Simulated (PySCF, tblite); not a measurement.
# C3H7BBrN: geometry, infrared bands and NMR shifts

What infrared bands and NMR shifts should C3H7BBrN (`CCC#[N+][BH2-]Br`) show?

Computed with tblite 0.8.0 and PySCF 2.14.0, with density-fitted response routines of our own, on a single molecule in the gas phase. Atoms are numbered from 0 throughout.

### Step 1. The starting structure

13 atoms, charge 0, multiplicity 1; geometry from: force field or distance geometry start.

Bonds of the start (Å): C0–C1 1.51, C1–C2 1.48, C2–N3 1.15, N3–B4 1.49, B4–Br5 2.00, C0–H6 1.11, C0–H7 1.11, C0–H8 1.11, C1–H9 1.10, C1–H10 1.12, B4–H11 1.19, B4–H12 1.19.

### Step 2. Relaxing the molecule with GFN2-xTB

The job: settings as JSON, then the geometry in Å.

```
{"job": {"kind": "relax", "xc": "GFN2-xTB", "basis": "xTB"}, "charge": 0, "multiplicity": 1}
C     -2.085900     0.598600    -0.022600
C     -1.280200    -0.507700    -0.671200
C      0.142500    -0.406400    -0.265600
N      1.243800    -0.307700     0.033100
B      2.669400    -0.202500     0.449100
Br     2.894800     1.380900     1.656400
H     -1.719400     1.598000    -0.354100
H     -3.150800     0.508300    -0.324900
H     -2.033100     0.532600     1.087400
H     -1.354800    -0.444100    -1.762600
H     -1.670500    -1.500200    -0.337100
H      3.341200    -0.058700    -0.527700
H      2.998700    -1.190600     1.022000
```

Run with:

```
$ OMP_NUM_THREADS=1 python probes_run.py task.json out
```

One launch serves the whole session: the jobs run in the order shown.

**Question.** This job is followed by: GFN2-xTB harmonic vibrations, gas phase; GIAO PBE0/pcSseg-1 NMR shielding, non-relativistic, gas phase. Predict these results of the whole session: strongest single infrared mode (GFN2-xTB); zero-point energy (GFN2-xTB); 13C shifts against TMS (PBE0/pcSseg-1); 1H shifts against TMS (PBE0/pcSseg-1, means over atoms taken as alike); 15N shifts against NH3 (PBE0/pcSseg-1); 11B shifts against BF3·OEt2 (PBE0/pcSseg-1); 79Br shifts against HBr (PBE0/pcSseg-1); surface potential, 1st and 99th percentile.

**Answer**, as computed:

```
                                                              quantity                  value
                             strongest single infrared mode (GFN2-xTB)  1015 cm⁻¹, 131 km/mol
                                          zero-point energy (GFN2-xTB)          60.7 kcal/mol
                                13C shifts against TMS (PBE0/pcSseg-1)  126.8, 12.7, 11.5 ppm
1H shifts against TMS (PBE0/pcSseg-1, means over atoms taken as alike)   3.08, 2.68, 1.60 ppm
                                15N shifts against NH3 (PBE0/pcSseg-1)              231.7 ppm
                           11B shifts against BF3·OEt2 (PBE0/pcSseg-1)              -26.4 ppm
                               79Br shifts against HBr (PBE0/pcSseg-1)                -35 ppm
                                 surface potential, 1st and 99th percentile     -1.57 V and 1.96 V
```

**Reading.** The optimisation took 45 steps and gained 0.165 eV; among the close pairs (by a distance rule), C1–C2 changed most, from 1.483 to 1.428 Å. No mode is imaginary among the 33: a minimum at this level. The strongest single mode, at 1015 cm⁻¹, moves mainly H12 and H11. Unscaled tight-binding wavenumbers are off by several per cent, some by more. Its intensities can rank the bands wrongly. At PBE0/pcSseg-1: Shielding is most anisotropic at Br5 (span 778 ppm, paramagnetic term -469 ppm). By nearest atom (PBE0/pcSseg-1), the HOMO sits on Br5 78 %; H11, H12 about 8 % each and the LUMO on C2 38 %; N3 27 %. Spin-orbit coupling is left out, which matters for shieldings and couplings at and beside the heavy atoms.
